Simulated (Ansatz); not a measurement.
**C₂H₈AlGaO: small, medium and large basis sets**

The task here is to estimate one member of a computed series from the others.

Program: Ansatz 0.2.0, Gaussian basis. Level of theory: one geometry, several basis sets. These are calculated values, not measurements.

The runs, in order: PBE0-D4/def2-SVP; ωB97M-V/def2-SVP; PBE0-D4/def2-QZVPP; ωB97M-V/def2-QZVPP; the functionals' def2-TZVPP values are taken from earlier runs.

## The geometry

All runs share one geometry, relaxed beforehand with PBE0-D4 in a triple-zeta def2 set.

SMILES `CO[CH2][AlH][GaH2]`, 13 atoms, charge 0, spin multiplicity 1.

Atoms are counted from 1 here; the program's logs count them from 0.

Bond lengths: C1–O2 1.412 Å, C1–H6 1.095 Å, C1–H7 1.096 Å, C1–H8 1.090 Å, O2–C3 1.450 Å, C3–Al4 2.010 Å, C3–H9 1.097 Å, C3–H10 1.100 Å, Al4–Ga5 2.486 Å, Al4–H11 1.593 Å, Ga5–H12 1.579 Å, Ga5–H13 1.585 Å. Angles: O2–C1–H6 110.1°, O2–C1–H7 110.6°, O2–C1–H8 107.7°, H6–C1–H7 109.3°, H6–C1–H8 109.5°, H7–C1–H8 109.5°, C1–O2–C3 115.6°, O2–C3–Al4 98.1°, O2–C3–H9 108.8°, O2–C3–H10 108.9°, Al4–C3–H9 120.1°, Al4–C3–H10 113.1°, H9–C3–H10 107.2°, C3–Al4–Ga5 83.7°, C3–Al4–H11 121.8°, Ga5–Al4–H11 154.4°, Al4–Ga5–H12 124.7°, Al4–Ga5–H13 119.2° and more.

The first run:

File in.yaml:

```yaml
crystal:
  periodic: [false, false, false]
  atoms:
    - {symbol: C, position_ang: [-0.481696, 0.578045, 1.588608]}
    - {symbol: O, position_ang: [0.125622, 0.233503, 0.360870]}
    - {symbol: C, position_ang: [0.410612, -1.175915, 0.177429]}
    - {symbol: Al, position_ang: [0.745508, -1.141123, -1.804219]}
    - {symbol: Ga, position_ang: [-0.087656, 1.194031, -1.629092]}
    - {symbol: H, position_ang: [0.160427, 0.278892, 2.422957]}
    - {symbol: H, position_ang: [-1.456420, 0.087800, 1.687808]}
    - {symbol: H, position_ang: [-0.615156, 1.659724, 1.601122]}
    - {symbol: H, position_ang: [1.213214, -1.467409, 0.865524]}
    - {symbol: H, position_ang: [-0.481111, -1.758176, 0.453719]}
    - {symbol: H, position_ang: [1.282276, -2.420040, -2.588497]}
    - {symbol: H, position_ang: [0.833109, 2.466851, -1.469962]}
    - {symbol: H, position_ang: [-1.648737, 1.463816, -1.666237]}
basis:
  gaussian: {orbitals: def2-SVP}
hamiltonian: {xc: pbe0, dispersion: d4}
output: {orbitals: {seedname: orbitals}}
```

Started as:

```bash
> ansatz run in.yaml --threads 2 --pin off --events-out ev --progress --plain --max-ram 31744MiB --backend cpu
```

Steps of the session up to this table: PBE0-D4 in def2-SVP; ωB97M-V in def2-SVP; PBE0-D4 in def2-QZVPP; ωB97M-V in def2-QZVPP.

One table of the session follows, with a row left open; its other results are not shown here.

It belongs to the step «Density functionals: the series». 

```
functional       basis  HOMO (eV)  LUMO (eV)
   PBE0-D4    def2-SVP      -6.15      -1.50
   PBE0-D4  def2-TZVPP      -6.18      -1.53
   PBE0-D4  def2-QZVPP      -6.18      -1.55
   ωB97M-V    def2-SVP          ?          ?
   ωB97M-V  def2-TZVPP      -8.13       0.08
   ωB97M-V  def2-QZVPP      -8.14      -0.04
```

**Question.** Estimate the row for ωB97M-V, def2-SVP.

**Answer.** HOMO (eV): -8.08; LUMO (eV): 0.20. In the column «HOMO (eV)» it lies between ωB97M-V, def2-TZVPP (-8.13) and PBE0-D4, def2-TZVPP (-6.18).
